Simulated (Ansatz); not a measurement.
# CH4FInSi: a ladder of functionals and wavefunction methods

An exercise on one series of results from a longer session: the logs are not shown, and one member is left open.

Method: functionals in def2-TZVPP, the program's frozen cores in correlated methods; program: Ansatz 0.2.0, Gaussian basis.

Plan: LDA (SPW92), PBE-D4, revPBE-D4, BLYP-D4, r2SCAN-D4, B97M-V, PBE0-D4, B3LYP-D4, r2SCANh-D4, r2SCAN0-D4, HSE06-D4, BHLYP-D4, CAM-B3LYP-D4, LC-ωPBE, ωB97X-V, ωB97M-V, B2PLYP, PBE-QIDH; CCSD(T)/def2-SVP; CCSD(T)/def2-TZVPP; MP2/def2-QZVPP; extrapolation to the limit; RPA on PBE.

### The relaxed structure

All runs share one geometry, relaxed beforehand with PBE0-D4 in a triple-zeta def2 set. In takes the def2 core potential; no spin-orbit term is included.

SMILES `F[CH]1[SiH2][InH]1`, 8 atoms, charge 0, spin multiplicity 1.

Atoms are counted from 1 here; the program's logs count them from 0.

Bond lengths: F1–C2 1.375 Å, C2–Si3 1.881 Å, C2–In4 2.231 Å, C2–H5 1.104 Å, Si3–In4 2.514 Å, Si3–H6 1.493 Å, Si3–H7 1.496 Å, In4–H8 1.705 Å. Angles: F1–C2–Si3 124.5°, F1–C2–In4 137.3°, F1–C2–H5 108.8°, Si3–C2–In4 74.8°, Si3–C2–H5 109.3°, In4–C2–H5 96.5°, C2–Si3–In4 58.9°, C2–Si3–H6 109.1°, C2–Si3–H7 124.8°, In4–Si3–H6 100.1°, In4–Si3–H7 146.2°, H6–Si3–H7 108.1°, C2–In4–Si3 46.2°, C2–In4–H8 146.1°, Si3–In4–H8 166.4°.

Coordinates:

```xyz
8
charge 0, multiplicity 1
F    -1.8931   -0.7538    0.7997
C    -0.5671   -0.4301    0.6316
Si    0.0483    1.1757   -0.1299
In    1.1073   -1.0271   -0.7164
H    -0.0336   -0.6117    1.5807
H    -0.7123    1.4422   -1.3865
H     0.1955    2.4684    0.6081
H     1.9472   -2.3208   -1.4433
```

Set-up of the first run:

in.yaml reads:

```yaml
crystal:
  periodic: [false, false, false]
  atoms:
    - {symbol: F, position_ang: [-1.893111, -0.753797, 0.799723]}
    - {symbol: C, position_ang: [-0.567119, -0.430112, 0.631609]}
    - {symbol: Si, position_ang: [0.048256, 1.175732, -0.129892]}
    - {symbol: In, position_ang: [1.107318, -1.027067, -0.716440]}
    - {symbol: H, position_ang: [-0.033559, -0.611677, 1.580715]}
    - {symbol: H, position_ang: [-0.712308, 1.442161, -1.386455]}
    - {symbol: H, position_ang: [0.195476, 2.468370, 0.608107]}
    - {symbol: H, position_ang: [1.947249, -2.320810, -1.443270]}
basis:
  gaussian: {orbitals: def2-TZVPP}
hamiltonian: {xc: lda}
output: {orbitals: {seedname: orbitals}}
```

The run is started by

```sh
ansatz run in.yaml --threads 2 --pin off --events-out ev --progress --plain --max-ram 4352MiB
```

Steps of the session up to this table: LDA; PBE-D4 (GGA); revPBE-D4 (GGA); BLYP-D4 (GGA); r2SCAN-D4 (meta-GGA); B97M-V (meta-GGA); PBE0-D4 (hybrid); B3LYP-D4 (hybrid); r2SCANh-D4 (hybrid); r2SCAN0-D4 (hybrid); HSE06-D4 (hybrid); BHLYP-D4 (hybrid); CAM-B3LYP-D4 (range-separated); LC-ωPBE (range-separated); ωB97X-V (range-separated); ωB97M-V (range-separated); B2PLYP (double hybrid); PBE-QIDH (double hybrid).

One of the session's tables, all rows but one given; the rest of the session is left out.

It belongs to the step «Orbital energies across the functionals». 

```
  functional  HOMO (eV)  LUMO (eV)  gap (eV)
 LDA (SPW92)      -5.20      -3.11      2.09
      PBE-D4      -5.03      -2.84      2.19
   revPBE-D4      -4.96      -2.72      2.24
     BLYP-D4          ?          ?         ?
   r2SCAN-D4      -5.21      -2.62      2.59
      B97M-V      -5.27      -2.86      2.41
     PBE0-D4      -5.99      -2.13      3.86
    B3LYP-D4      -5.83      -2.37      3.45
  r2SCANh-D4      -5.57      -2.37      3.20
  r2SCAN0-D4      -6.11      -2.00      4.12
    HSE06-D4      -5.60      -2.49      3.12
    BHLYP-D4      -6.84      -1.44      5.40
CAM-B3LYP-D4      -7.17      -1.28      5.90
     LC-ωPBE      -8.34      -0.19      8.15
     ωB97X-V      -8.07      -0.31      7.75
     ωB97M-V      -7.96      -0.56      7.40
```

**Question.** Estimate the row for BLYP-D4.

Worked estimate for «HOMO (eV)». Against the share of exact exchange, B3LYP-D4 (0.2, -5.83), BHLYP-D4 (0.5, -6.84) give a slope of -3.37 per unit share; at 0 the line stands at -5.16.

**Answer.** HOMO (eV): -4.90; LUMO (eV): -2.78; gap (eV): 2.12. In «HOMO (eV)» the line misses by -0.26.
